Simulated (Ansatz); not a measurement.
# ZnGa2F: the cost of one run

Method: DFT PBE, scalar-relativistic, plane waves, PAW, in Ansatz 0.2.0.

1 further run of the same task is left out (it didn't finish).

## Step 1: The starting structure

It takes space group P4/mmm (No. 123, tetragonal). The conventional cell has a = 3.837 Å, b = 3.837 Å, c = 4.082 Å, α = 90.00°, β = 90.00°, γ = 90.00°. Around Zn (site symmetry 4/mmm) lie 4 F at 2.71 Å and 8 Ga at 2.80 Å. Around Ga (site symmetry mmm) lie 4 Ga at 2.71 Å and 4 Zn at 2.80 Å and 4 F at 2.80 Å. F (site symmetry 4/mmm) has 4 Zn at 2.71 Å and 8 Ga at 2.80 Å as nearest neighbours.

Coordinates:

```cif
data_structure
_symmetry_space_group_name_H-M 'P4/mmm'
_symmetry_Int_Tables_number 123
_cell_length_a 3.8374
_cell_length_b 3.8374
_cell_length_c 4.0816
_cell_angle_alpha 90.000
_cell_angle_beta 90.000
_cell_angle_gamma 90.000
_cell_volume 60.11
loop_
_atom_site_label
_atom_site_type_symbol
_atom_site_symmetry_multiplicity
_atom_site_Wyckoff_symbol
_atom_site_fract_x
_atom_site_fract_y
_atom_site_fract_z
_atom_site_occupancy
Zn1 Zn 1 c 0.50000 0.50000 0.00000 1
Ga1 Ga 2 e 0.50000 0.00000 0.50000 1
F1 F 1 a 0.00000 0.00000 0.00000 1
```

A structure generator made this guess: species swapped into a database cell of ErIn2Sn (P4/mmm, No. 123), with F on the Er sites, Ga on the In sites and Zn on the Sn sites. Its size is a rough estimate.

## Step 2: The guess as it stands, on a coarse mesh

The input, input.yaml:

```yaml
crystal:
  lattice:
    - [3.83743396, 0.0, 0.0]
    - [0.0, 3.83743396, 0.0]
    - [0.0, 0.0, 4.08164444]
  atoms:
    - { symbol: Zn, position: [0.5, 0.5, 0.0] }
    - { symbol: Ga, position: [0.5, 0.0, 0.5] }
    - { symbol: Ga, position: [0.0, 0.5, 0.5] }
    - { symbol: F, position: [0.0, 0.0, 0.0] }
basis:
  ecutwfc: 420
kpoints:
  mp_grid: { grid: [4, 4, 4] }
hamiltonian:
  xc: pbe
scf:
  occupations: { method: gaussian, width: 0.1 }
  lower_state_search: "off"
output:
  forces: true
  stress: true
  eigenvalues: true
```

Command:

```sh
$ ansatz run input.yaml --threads 1 --pin off --max-ram 2048MiB --backend cpu --events-out ev --progress --plain --runs-dir out
```

What time and memory should one allow on 1 thread of Arm Neoverse V1, shared host?

About 2.8 s, with a peak of 0.33 GiB.
